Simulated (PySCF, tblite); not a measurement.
**C2H5GaO2, a small molecule taken as a stand-in for a surface group (gallium hydroxide): NMR shifts, core binding energies and electronic excitations**

Aim: the NMR shifts, core binding energies and electronic excitations of `C=[CH][Ga]([OH])[OH]`.

Programs: tblite 0.8.0 and PySCF 2.14.0. All values are calculated, for the isolated system unless a continuum is named. Atoms count from 0, parts from 1.

### Step 1. The system as given

10 atoms, charge 0, multiplicity 1; geometry: distance geometry start.

### Step 2. Relaxing the cluster with GFN2-xTB

Job settings and geometry (Å):

```
{"job": {"kind": "relax", "xc": "GFN2-xTB", "basis": "xTB"}, "charge": 0, "multiplicity": 1}
O      2.604462     0.550581     1.354164
Ga     0.891126     0.212510     0.632337
O      0.027181    -1.339440     1.233519
C     -0.225322     1.786520     0.397946
C     -1.455344     1.855335     1.181416
H      3.334015     0.970057     0.877492
H     -0.912272    -1.379826     1.501641
H     -0.320347     2.138493    -0.606097
H     -1.528601     2.632959     1.833556
H     -1.838001     0.943972     1.517319
```

Level: GFN2-xTB geometry optimisation, gas phase.

Launch:

```console
> OMP_NUM_THREADS=1 python cluster_run.py task.json out
```

This one command runs all jobs of the session in turn.

Standard output:

```text
step      E/eV     max force
  0    -437.42885    5.420
  1    -438.04067    2.295
  2    -438.35120    2.088
  3    -439.00293    1.576
  4    -439.15880    1.985
  5    -439.37549    1.564
  6    -439.62255    1.464
  7    -439.69225    0.902
  8    -439.76134    0.780
  9    -439.83035    0.906
 10    -439.87556    0.700
 11    -439.89847    0.592
 12    -439.92014    0.469
 13    -439.93975    0.539
 14    -439.96669    0.682
 15    -439.98672    0.495
 16    -440.00410    0.406
 17    -440.02067    0.446
 18    -440.04140    0.585
 19    -440.06284    0.656
 20    -440.08447    0.568
 21    -440.10412    0.609
 22    -440.11528    0.339
 23    -440.12450    0.348
 24    -440.12977    0.239
 25    -440.13570    0.238
 26    -440.13903    0.181
 27    -440.14306    0.198
 28    -440.14582    0.154
 29    -440.14822    0.148
 30    -440.15026    0.139
 31    -440.15281    0.184
 32    -440.15600    0.198
 33    -440.15975    0.223
 34    -440.16306    0.202
 35    -440.16522    0.135
 36    -440.16647    0.092
 37    -440.16732    0.094
 38    -440.16798    0.097
 39    -440.16850    0.071
 40    -440.16896    0.068
 41    -440.16940    0.066
 42    -440.16986    0.086
 43    -440.17040    0.084
 44    -440.17116    0.103
 45    -440.17248    0.193
 46    -440.17481    0.304
 47    -440.17834    0.397
 48    -440.18240    0.396
 49    -440.18660    0.225
 50    -440.18876    0.178
 51    -440.18994    0.157
 52    -440.19075    0.100
 53    -440.19141    0.081
 54    -440.19210    0.124
 55    -440.19280    0.099
 56    -440.19409    0.121
 57    -440.19508    0.099
 58    -440.19578    0.056
 59    -440.19616    0.098
 60    -440.19644    0.071
 61    -440.19685    0.059
 62    -440.19822    0.116
 63    -440.19899    0.102
 64    -440.19985    0.075
 65    -440.20024    0.063
 66    -440.20069    0.069
 67    -440.20144    0.095
 68    -440.20249    0.111
 69    -440.20361    0.083
 70    -440.20440    0.068
 71    -440.20475    0.038
 72    -440.20493    0.095
 73    -440.20510    0.060
 74    -440.20546    0.051
 75    -440.20567    0.074
 76    -440.20590    0.073
 77    -440.20610    0.033
 78    -440.20626    0.032
 79    -440.20638    0.037
 80    -440.20654    0.041
 81    -440.20678    0.052
 82    -440.20699    0.046
 83    -440.20723    0.050
 84    -440.20766    0.048
 85    -440.20818    0.079
 86    -440.20871    0.089
 87    -440.20904    0.060
 88    -440.20915    0.022
 89    -440.20917    0.013
 90    -440.20918    0.011
 91    -440.20919    0.018
 92    -440.20921    0.021
 93    -440.20924    0.020
 94    -440.20927    0.018
 95    -440.20931    0.015
 96    -440.20934    0.008
 97    -440.20934    0.007
```

It took 1.2 s on 1 thread of Intel Xeon Platinum 8259CL at 2.50GHz, shared host.

The steps of the relaxation:

| step | energy from step 0 (eV) | largest force (eV/Å) |
| --- | --- | --- |
| 0 | 0.0000 | 5.4196 |
| 4 | -1.7299 | 1.9850 |
| 8 | -2.3325 | 0.7804 |
| 12 | -2.4913 | 0.4698 |
| 16 | -2.5752 | 0.4065 |
| 20 | -2.6556 | 0.5686 |
| 24 | -2.7009 | 0.2387 |
| 28 | -2.7170 | 0.1540 |
| 32 | -2.7271 | 0.1988 |
| 36 | -2.7376 | 0.0921 |
| 40 | -2.7401 | 0.0674 |
| 44 | -2.7423 | 0.1026 |
| 48 | -2.7535 | 0.3960 |
| 52 | -2.7619 | 0.0992 |
| 56 | -2.7652 | 0.1207 |
| 60 | -2.7676 | 0.0705 |
| 64 | -2.7710 | 0.0751 |
| 68 | -2.7736 | 0.1112 |
| 72 | -2.7761 | 0.0947 |
| 76 | -2.7770 | 0.0730 |
| 80 | -2.7777 | 0.0412 |
| 84 | -2.7788 | 0.0485 |
| 88 | -2.7803 | 0.0220 |
| 92 | -2.7804 | 0.0208 |
| 96 | -2.7805 | 0.0085 |
| 97 | -2.7805 | 0.0075 |

Distances of close pairs at the start and the end, largest changes first:

```csv
bond,before (Å),after (Å),change (Å)
O0–Ga1,1.890,1.733,-0.157
Ga1–O2,1.875,1.735,-0.141
C3–C4,1.460,1.320,-0.140
Ga1–C3,1.944,2.023,+0.079
C4–H8,1.018,1.082,+0.064
C4–H9,1.044,1.081,+0.037
O2–H6,0.978,0.953,-0.025
C3–H7,1.068,1.083,+0.015
```

### Step 3. Relaxing the molecule at PBE0-D3(BJ)/def2-SVP

Job settings and geometry (Å):

```
{"job": {"xc": "PBE0", "basis": "def2-SVP", "d3": "d3bj", "grid": 2, "kind": "geom", "shake": 0.01}, "charge": 0, "multiplicity": 1}
O      2.535804    -0.749482    -0.327183
Ga     0.807922    -0.645997    -0.015984
O      0.209468    -2.203725     0.461616
C     -0.277196     1.033661    -0.186479
C     -1.606965     1.038315     0.068027
H      3.132570    -0.055412    -0.621391
H     -0.636849    -2.486767     0.717354
H      0.215641     1.937411    -0.507561
H     -2.200681     1.949062     0.003015
H     -2.138162     0.157350     0.410060
```

Standard output:

```text
step   0  E = -2153.61836079  max force = 0.033445
step   1  E = -2153.62524384  max force = 0.009655
step   2  E = -2153.62556096  max force = 0.001662
step   3  E = -2153.62558535  max force = 0.001597
step   4  E = -2153.62560530  max force = 0.000944
step   5  E = -2153.62561050  max force = 0.000390
optimisation converged
```

Run time: 54 s. Hardware: 1 thread of Intel Xeon Platinum 8259CL at 2.50GHz, shared host; peak memory 0.56 GiB.

Relaxation path:

```csv
step,energy from step 0 (eV),largest force component (eV/Å)
0,0.0000,1.7198
1,-0.1873,0.4965
2,-0.1959,0.0855
3,-0.1966,0.0821
4,-0.1971,0.0485
5,-0.1973,0.0201
```

Close pairs (by a distance rule), those that changed most:

```csv
bond,before (Å),after (Å),change (Å)
Ga1–C3,2.007,1.946,-0.061
Ga1–O2,1.736,1.780,+0.044
O2–H6,0.928,0.961,+0.033
O0–Ga1,1.759,1.780,+0.021
C3–H7,1.078,1.097,+0.019
C3–C4,1.354,1.339,-0.015
C4–H9,1.084,1.097,+0.013
C4–H8,1.089,1.097,+0.008
```

The next job starts from the end point, and lists it.

| at the end point | value |
| --- | --- |
| point group (found at 0.08 Å tolerance) | Cs |
| rotational constants (GHz, main isotopes) | 6.042, 2.566, 1.801 |
| dipole moment (D) | 3.73 |

### Step 4. NMR shieldings: PBE0/pcSseg-2

Job settings and geometry (Å):

```
{"job": {"kind": "nmr", "xc": "PBE0", "basis": "pcSseg-2"}, "charge": 0, "multiplicity": 1}
O      2.592047    -0.740269    -0.346308
Ga     0.845816    -0.644292    -0.015954
O      0.198115    -2.222833     0.490496
C     -0.242117     0.960963    -0.177823
C     -1.554501     0.954799     0.085996
H      2.987324     0.088085    -0.632719
H     -0.742652    -2.231727     0.687531
H      0.216438     1.906808    -0.493376
H     -2.176059     1.854365    -0.001767
H     -2.082897     0.048556     0.405475
```

Method: GIAO PBE0/pcSseg-2 NMR shielding, non-relativistic, gas phase.

Standard output:

```text
coarse grid: 40496 points
cycle   1  E = -2153.8866855987  dE = -9.060e-02  |g| = 1.568e+00  |ddm| = 2.298e+00
cycle   2  E = -2153.0205549246  dE =  8.661e-01  |g| = 2.749e+00  |ddm| = 1.904e+00
cycle   3  E = -2154.1623020325  dE = -1.142e+00  |g| = 3.302e-01  |ddm| = 1.522e+00
cycle   4  E = -2154.1821174014  dE = -1.982e-02  |g| = 1.621e-01  |ddm| = 2.590e-01
cycle   5  E = -2154.1859459242  dE = -3.829e-03  |g| = 3.133e-02  |ddm| = 7.756e-02
cycle   6  E = -2154.1861272163  dE = -1.813e-04  |g| = 1.196e-02  |ddm| = 2.259e-02
cycle   7  E = -2154.1861609136  dE = -3.370e-05  |g| = 3.989e-03  |ddm| = 8.795e-03
cycle   8  E = -2154.1861638344  dE = -2.921e-06  |g| = 9.309e-04  |ddm| = 2.611e-03
final grid: 84984 points
cycle   9  E = -2154.1861648395  dE =  1.392e-07  |g| = 1.232e-03  |ddm| = 1.916e-03
cycle  10  E = -2154.1861642474  dE =  5.921e-07  |g| = 1.954e-03  |ddm| = 2.045e-03
cycle  11  E = -2154.1861652223  dE = -9.750e-07  |g| = 2.617e-04  |ddm| = 1.254e-03
cycle  12  E = -2154.1861652381  dE = -1.582e-08  |g| = 3.193e-05  |ddm| = 1.508e-04
cycle  13  E = -2154.1861652382  dE = -8.777e-11  |g| = 6.984e-06  |ddm| = 1.201e-05
converged SCF energy = -2154.1861652382

GIAO shielding tensors (ppm)
atom      isotropic    diamagn.    paramagn.     s11        s22        s33       span
  0 O      271.495     381.677    -110.182    187.961    309.058    317.466    129.505
  1 Ga    1412.120    2641.863   -1229.742   1203.894   1498.362   1534.104    330.209
  2 O      287.168     383.691     -96.524    191.905    320.220    349.378    157.473
  3 C       38.597     250.469    -211.872    -77.166     25.299    167.657    244.822
  4 C       30.333     251.841    -221.508   -102.255     34.216    159.036    261.291
  5 H       29.600      32.242      -2.642     21.915     24.415     42.470     20.555
  6 H       29.205      33.148      -3.943     20.446     24.904     42.264     21.818
  7 H       24.849      30.455      -5.606     22.887     23.839     27.821      4.934
  8 H       24.456      28.884      -4.428     21.524     23.746     28.097      6.573
  9 H       24.959      32.340      -7.382     21.044     23.472     30.360      9.315
```

Run time: 53 s. Hardware: 1 thread of Intel Xeon Platinum 8259CL at 2.50GHz, shared host; peak memory 1.1 GiB.

Shifts follow as δ = σ(reference) − σ, with reference shieldings (ppm) from runs at the same level and on the same kind of geometry: $^{1}$H TMS 31.25, $^{13}$C TMS 184.1, $^{17}$O H2O 328.2, $^{71}$Ga GaH4- 1718. The references are single molecules in the gas phase, so shifts against H2O, NH3, PH3, H3PO4 or CFCl3 are not on the usual liquid scales and can be off by tens of ppm. Shifts against hydride references such as AlH4− lie on their own scale.

| atoms | environment | σ (ppm) | δ (ppm) |
| --- | --- | --- | --- |
| C4 | carbon bonded to C, 2 H | 30.3 | 153.8 |
| C3 | carbon bonded to C, Ga, H | 38.6 | 145.5 |
| H8 | hydrogen on a carbon bonded to C | 24.46 | 6.79 |
| H7 | hydrogen on a carbon bonded to C, Ga | 24.85 | 6.40 |
| H9 | hydrogen on a carbon bonded to C | 24.96 | 6.29 |
| H6 | hydrogen on an oxygen bonded to Ga | 29.20 | 2.04 |
| H5 | hydrogen on an oxygen bonded to Ga | 29.60 | 1.64 |
| O0 | oxygen bonded to Ga, H | 271.5 | 56.7 |
| O2 | oxygen bonded to Ga, H | 287.2 | 41.0 |
| Ga1 | Ga bonded to C, 2 O | 1412 | 306 |

Charges from the same density, by scheme (e):

```
atoms  Mulliken    IAO  Hirshfeld  ESP fit
   O0     -0.57  -0.77      -0.38    -0.68
  Ga1      0.90   1.09       0.59     0.97
   O2     -0.57  -0.77      -0.38    -0.70
   C3     -0.26  -0.46      -0.18    -0.54
   C4     -0.03  -0.26      -0.08    -0.24
```

Mayer bond orders: O0–Ga1 0.98, Ga1–O2 0.98, Ga1–C3 1.02, C3–C4 1.84.

### Step 5. Core-electron binding energies: SCAN, X2C

Same as in step 4 but for these lines:

```diff
@@ -1,2 +1,2 @@
-{"job": {"kind": "nmr", "xc": "PBE0", "basis": "pcSseg-2"}, "charge": 0, "multiplicity": 1}
+{"job": {"kind": "xps", "holes": 5}, "charge": 0, "multiplicity": 1}
 O      2.592047    -0.740269    -0.346308
```

With the program's defaults for keys left out, this is: delta-SCF UKS SCAN, pcX-2 on the ionised atom, pcseg-1 elsewhere, spin-free X2C.

Standard output:

```text
ground state, core basis on atom 0 (O), 139 functions
  cycle   1  E = -2169.16558994  |g| = 1.18e+00
  cycle   2  E = -2167.63091267  |g| = 2.84e+00
  cycle   3  E = -2169.38114586  |g| = 4.24e-01
  cycle   4  E = -2169.42449065  |g| = 1.92e-01
  cycle   5  E = -2169.43153381  |g| = 7.99e-02
  cycle   6  E = -2169.43293630  |g| = 2.36e-02
  cycle   7  E = -2169.43306431  |g| = 4.50e-03
  cycle   8  E = -2169.43307035  |g| = 1.01e-03
  cycle   9  E = -2169.43306999  |g| = 6.39e-04
  cycle  10  E = -2169.43307099  |g| = 2.02e-04
  E(ground) = -2169.69740536 Eh
hole in O 1s of atom 0
  cycle   1  E = -2148.84389015  |g| = 2.22e+00
  cycle   2  E = -2146.54692842  |g| = 2.60e+00
  cycle   3  E = -2149.25031214  |g| = 8.74e-01
  cycle   4  E = -2149.61112656  |g| = 3.39e-01
  cycle   5  E = -2149.66388257  |g| = 1.42e-01
  cycle   6  E = -2149.66831698  |g| = 9.58e-02
  cycle   7  E = -2149.67225351  |g| = 2.11e-02
  cycle   8  E = -2149.67249990  |g| = 4.18e-03
  cycle   9  E = -2149.67251057  |g| = 1.40e-03
  cycle  10  E = -2149.67250925  |g| = 1.41e-03
  cycle  11  E = -2149.67251163  |g| = 2.56e-04
  E(ion) = -2149.93757089 Eh   <S^2> = 0.7626   hole on atom = 1.000   binding energy = 537.692 eV
ground state, core basis on atom 2 (O), 139 functions
  cycle   1  E = -2169.43098634  |g| = 1.26e-01
  cycle   2  E = -2169.42513140  |g| = 1.95e-01
  cycle   3  E = -2169.43209131  |g| = 4.60e-02
  cycle   4  E = -2169.43247606  |g| = 9.94e-03
  cycle   5  E = -2169.43249384  |g| = 3.49e-03
  cycle   6  E = -2169.43249773  |g| = 6.38e-04
  cycle   7  E = -2169.43249799  |g| = 1.92e-04
  E(ground) = -2169.69736845 Eh
hole in O 1s of atom 2
  cycle   1  E = -2148.84279949  |g| = 2.22e+00
  cycle   2  E = -2146.71725754  |g| = 2.58e+00
  cycle   3  E = -2149.28736030  |g| = 8.52e-01
  cycle   4  E = -2149.59284397  |g| = 3.88e-01
  cycle   5  E = -2149.64970264  |g| = 2.11e-01
  cycle   6  E = -2149.66645676  |g| = 8.66e-02
  cycle   7  E = -2149.67047418  |g| = 1.66e-02
  cycle   8  E = -2149.67055108  |g| = 1.26e-02
  cycle   9  E = -2149.67062617  |g| = 3.14e-03
  cycle  10  E = -2149.67062967  |g| = 1.10e-03
  cycle  11  E = -2149.67063268  |g| = 1.81e-04
  E(ion) = -2149.93650148 Eh   <S^2> = 0.7627   hole on atom = 1.000   binding energy = 537.721 eV
ground state, core basis on atom 3 (C), 139 functions
  cycle   1  E = -2169.40252567  |g| = 8.81e-02
  cycle   2  E = -2169.39932199  |g| = 1.44e-01
  cycle   3  E = -2169.40333652  |g| = 2.37e-02
  cycle   4  E = -2169.40343187  |g| = 8.85e-03
  cycle   5  E = -2169.40344944  |g| = 2.00e-03
  cycle   6  E = -2169.40344901  |g| = 6.27e-04
  cycle   7  E = -2169.40345065  |g| = 1.47e-04
  E(ground) = -2169.67052160 Eh
hole in C 1s of atom 3
  cycle   1  E = -2158.13918141  |g| = 1.51e+00
  cycle   2  E = -2155.14108728  |g| = 2.52e+00
  cycle   3  E = -2158.09888629  |g| = 1.15e+00
  cycle   4  E = -2158.67898440  |g| = 3.22e-01
  cycle   5  E = -2158.71663204  |g| = 1.55e-01
  cycle   6  E = -2158.72544246  |g| = 5.00e-02
  cycle   7  E = -2158.72675918  |g| = 2.27e-02
  cycle   8  E = -2158.72697666  |g| = 1.18e-02
  cycle   9  E = -2158.72704144  |g| = 6.70e-03
  cycle  10  E = -2158.72707687  |g| = 2.78e-03
  cycle  11  E = -2158.72709813  |g| = 2.01e-03
  cycle  12  E = -2158.72711239  |g| = 9.88e-04
  cycle  13  E = -2158.72711561  |g| = 3.68e-04
  E(ion) = -2158.99327814 Eh   <S^2> = 0.8069   hole on atom = 1.000   binding energy = 290.543 eV
ground state, core basis on atom 4 (C), 139 functions
  cycle   1  E = -2169.40201474  |g| = 6.00e-02
  cycle   2  E = -2169.40132144  |g| = 5.65e-02
  cycle   3  E = -2169.40168568  |g| = 4.25e-02
  cycle   4  E = -2169.40218164  |g| = 4.82e-03
  cycle   5  E = -2169.40218586  |g| = 8.98e-04
  cycle   6  E = -2169.40218715  |g| = 2.77e-04
  E(ground) = -2169.66944551 Eh
hole in C 1s of atom 4
  cycle   1  E = -2158.12938795  |g| = 1.50e+00
  cycle   2  E = -2155.58210570  |g| = 2.35e+00
  cycle   3  E = -2158.04697636  |g| = 1.16e+00
  cycle   4  E = -2158.63752792  |g| = 3.81e-01
  cycle   5  E = -2158.67551694  |g| = 2.68e-01
  cycle   6  E = -2158.70069734  |g| = 1.40e-01
  cycle   7  E = -2158.70855731  |g| = 4.92e-02
  cycle   8  E = -2158.70984151  |g| = 1.04e-02
  cycle   9  E = -2158.70990088  |g| = 7.91e-03
  cycle  10  E = -2158.70994178  |g| = 2.45e-03
  cycle  11  E = -2158.70995572  |g| = 1.42e-03
  cycle  12  E = -2158.70996177  |g| = 6.57e-04
  cycle  13  E = -2158.70996052  |g| = 2.44e-04
  E(ion) = -2158.97630687 Eh   <S^2> = 0.7992   hole on atom = 1.000   binding energy = 290.975 eV
```

It took 28 s on 1 thread of Intel Xeon Platinum 8259CL at 2.50GHz, shared host; peak memory 0.45 GiB.

The holes in one table. −ε is the ground-state orbital energy:

```
     hole  stands for                environment  ΔSCF (eV)  −ε (eV)   ⟨S²⟩
O1s on O0          O0     oxygen bonded to Ga, H     537.69    516.2  0.763
O1s on O2          O2     oxygen bonded to Ga, H     537.72    516.3  0.763
C1s on C3          C3  carbon bonded to C, Ga, H     290.54    274.2  0.807
C1s on C4          C4    carbon bonded to C, 2 H     290.98    274.4  0.799
```

### Step 6. TDDFT and polarisability: CAM-B3LYP/def2-SVPD

Same as in step 5 but for these lines:

```diff
@@ -1,2 +1,2 @@
-{"job": {"kind": "xps", "holes": 5}, "charge": 0, "multiplicity": 1}
+{"job": {"kind": "uv", "xc": "CAM-B3LYP", "basis": "def2-SVPD", "nstates": 6, "ntriplets": 2, "ip": true}, "charge": 0, "multiplicity": 1}
 O      2.592047    -0.740269    -0.346308
```

Method: TDDFT CAM-B3LYP/def2-SVPD, vertical, gas phase, core orbitals frozen in the response.

Standard output:

```text
coarse grid: 40496 points
cycle   1  E = -2153.9514791960  dE = -8.762e-02  |g| = 1.119e+00  |ddm| = 4.443e+00
cycle   2  E = -2153.6137517978  dE =  3.377e-01  |g| = 1.771e+00  |ddm| = 3.154e+00
cycle   3  E = -2154.1803759076  dE = -5.666e-01  |g| = 1.098e-01  |ddm| = 1.853e+00
cycle   4  E = -2154.1824869876  dE = -2.111e-03  |g| = 6.301e-02  |ddm| = 2.667e-01
cycle   5  E = -2154.1832106466  dE = -7.237e-04  |g| = 9.656e-03  |ddm| = 8.045e-02
cycle   6  E = -2154.1832306701  dE = -2.002e-05  |g| = 4.004e-03  |ddm| = 2.465e-02
cycle   7  E = -2154.1832351538  dE = -4.484e-06  |g| = 1.118e-03  |ddm| = 7.681e-03
final grid: 84984 points
cycle   8  E = -2154.1832328020  dE = -3.178e-08  |g| = 1.297e-03  |ddm| = 3.226e-03
cycle   9  E = -2154.1832325982  dE =  2.038e-07  |g| = 1.644e-03  |ddm| = 3.015e-03
cycle  10  E = -2154.1832331563  dE = -5.581e-07  |g| = 8.499e-05  |ddm| = 1.603e-03
cycle  11  E = -2154.1832331579  dE = -1.574e-09  |g| = 3.303e-05  |ddm| = 1.433e-04
cycle  12  E = -2154.1832331582  dE = -3.329e-10  |g| = 1.199e-05  |ddm| = 7.738e-05
converged SCF energy = -2154.1832331582

Static polarisability (au): isotropic 58.770, principal 42.676 58.329 75.306

Singlet excitations
state   eV       nm        f      main configurations
  1   5.8565    211.7   0.00140   H-1->L 0.95
  2   6.7500    183.7   0.26608   H->L 0.96
  3   6.7821    182.8   0.00016   H-2->L+1 0.58, H->L+1 0.25
  4   6.8929    179.9   0.00014   H->L+1 0.59, H-2->L+1 0.26
  5   6.9680    177.9   0.16918   H-1->L+1 0.85
  6   7.0150    176.7   0.06581   H-2->L 0.84

Triplet excitations (Tamm-Dancoff, eV): 4.1247 5.3563
Vertical ionisation energy (delta-SCF) = 10.7614 eV
Vertical electron affinity (delta-SCF) = -0.4907 eV
```

Run time: 2.8 min. Hardware: 1 thread of Intel Xeon Platinum 8259CL at 2.50GHz, shared host; peak memory 0.84 GiB.

The orbitals next to the gap, with their largest atomic shares:

```csv
orbital,eV,atoms
HOMO−3,-10.95,"O2 38 %, O0 38 %, Ga1 10 %"
HOMO−2,-10.19,"O0 45 %, O2 42 %, Ga1 6 %"
HOMO−1,-9.89,"C3 26 %, O0 19 %, O2 18 %"
HOMO,-9.84,"C3 38 %, C4 37 %, O2 6 %"
LUMO,-0.27,"C4 29 %, C3 25 %, Ga1 25 %"
LUMO+1,0.07,"Ga1 60 %, O0 8 %, O2 8 %"
LUMO+2,1.11,"Ga1 19 %, O0 18 %, O2 17 %"
```

With each of the 6 states as a Gaussian band of 0.4 eV half-width at 1/e, the curve within the window shown has maxima at 180 nm (ε 19,000) L/(mol cm). Beyond the last state computed it falls off for lack of states. The curve at chosen wavelengths:

(nm, ε (L/mol/cm)): (169, 6214), (172, 10534), (174, 13520), (177, 17120), (180, 18648), (182, 18288), (185, 15978), (187, 13669), (190, 9863), (193, 6420), (195, 4574), (198, 2560), (201, 1331), (203, 835), (206, 408), (209, 207), (211, 139), (214, 86), (217, 60), (219, 49), (222, 36), (224, 29), (227, 20), (230, 14), (232, 10), (235, 6)

Further results of this job:

| property | computed |
| --- | --- |
| dipole moment (D) | 4.03 |
| polarisability (Å³) | 8.71 |
| HOMO–LUMO gap (eV) | 9.56 |
| −ε(HOMO) (eV) | 9.84 |

### Step 7. Outcome

```
                                      quantity                                             value
                                   point group                                                Cs
          rotational constants (main isotopes)                              6.04, 2.57, 1.80 GHz
   $^{13}$C shifts against TMS (PBE0/pcSseg-2)                                  153.8, 145.5 ppm
    $^{1}$H shifts against TMS (PBE0/pcSseg-2)                  6.79, 6.40, 6.29, 2.04, 1.64 ppm
   $^{17}$O shifts against H2O (PBE0/pcSseg-2)                                    56.7, 41.0 ppm
$^{71}$Ga shifts against GaH4- (PBE0/pcSseg-2)                                           306 ppm
              O1s binding energies, SCAN/pcX-2                           O2 537.72, O0 537.69 eV
              C1s binding energies, SCAN/pcX-2                           C4 290.98, C3 290.54 eV
          lowest singlet (CAM-B3LYP/def2-SVPD)                       5.86 eV (212 nm), f = 0.001
      brightest single state of those computed                       state 2, 6.75 eV, f = 0.266
                                lowest triplet                                           4.12 eV
             vertical ionisation energy (ΔSCF)                                          10.76 eV
             vertical electron affinity (ΔSCF)  -0.49 eV (unbound: the value hangs on the basis)
```

What this shows: Relaxing lowered the energy by 0.197 eV in 5 steps; the close pair that moved most is Ga1–C3, from 2.007 to 1.946 Å (PBE0/def2-SVP). At PBE0/pcSseg-2: Shielding is most anisotropic at Ga1 (span 330 ppm, paramagnetic term -1230 ppm). The O1s levels computed lie within 0.03 eV of one another, too close to rank. C4 (carbon bonded to C, 2 H) binds its C1s electron 0.43 eV more tightly than C3 (carbon bonded to C, Ga, H). The lowest singlet, at 5.86 eV, is HOMO−1→LUMO 0.95 and is weak; of the 6 states computed, the strongest absorption comes from state 2 at 6.75 eV. The lowest triplet lies 1.73 eV below the lowest singlet (triplets in Tamm-Dancoff, singlets in full TDDFT). ΔSCF puts the ionisation energy at 10.76 eV, 0.92 eV above −ε(HOMO). In this run the hole sits in HOMO−1, not in the HOMO; unless the two are degenerate, this need not be the first ionisation. Spin-orbit coupling is left out, which matters for shieldings and couplings at and beside the heavy atoms.
